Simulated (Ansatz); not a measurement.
# Mn (Mn, hcp): the cost of one run

Program: Ansatz 0.2.0. Level of theory: DFT r2SCAN, plane waves (500 eV) with PAW, scalar-relativistic; PAW files made under PBE, frozen cores solved again for the functional. These are calculated values, not measurements.

**1. The structure to begin with**

It takes space group P6_3/mmc (No. 194, hexagonal). The conventional cell has a = 2.552 Å, b = 2.552 Å, c = 4.167 Å, α = 90.00°, β = 90.00°, γ = 120.00°. Mn (site symmetry -6m2) is surrounded by 12 Mn at 2.55 Å.

Structure file:

```
CELL_PARAMETERS angstrom
2.55179 0.00000 0.00000
-1.27589 2.20991 0.00000
0.00000 0.00000 4.16707
ATOMIC_POSITIONS crystal
Mn 0.33333 0.66667 0.25000
Mn 0.66667 0.33333 0.75000
```

**2. Relaxation of the cell**

Contents of input.yaml:

```yaml
crystal:
  lattice:
    - [2.5517868831, 0.0, 0.0]
    - [-1.2758934415, 2.2099122658, 0.0]
    - [0.0, 0.0, 4.1670679801]
  atoms:
    - { symbol: Mn, position: [0.3333333333, 0.6666666667, 0.25] }
    - { symbol: Mn, position: [0.6666666667, 0.3333333333, 0.75] }
hamiltonian:
  xc: r2scan
  pseudopotentials:
    kind: paw
    azcp:
      Mn: "pseudopotentials/Mn.paw.azcp"
basis:
  ecutwfc: 500
  fft_grid_basis: typed
kpoints:
  mp_grid: { grid: [14, 14, 8], shift: [0, 0, 0] }
magnetization:
  spin_polarized: false
scf:
  occupations: { method: fermi_dirac, width: 0.1 }
relax:
  max_steps: 60
  f_tol: 0.01
  cell: {}
output:
  write_density: true
  write_potential: true
  elf: true
  volumetric_format: npy
```

Started as:

```
$ ansatz run input.yaml --threads 1 --pin off --max-ram 3584MiB --backend cpu --events-out ev --progress --plain --runs-dir out
```

What time and memory should one allow on 1 thread of Intel Xeon Platinum 8259CL at 2.50GHz (Skylake/Cascade Lake), shared host?

About 54 s, with a peak of 0.6 GiB.
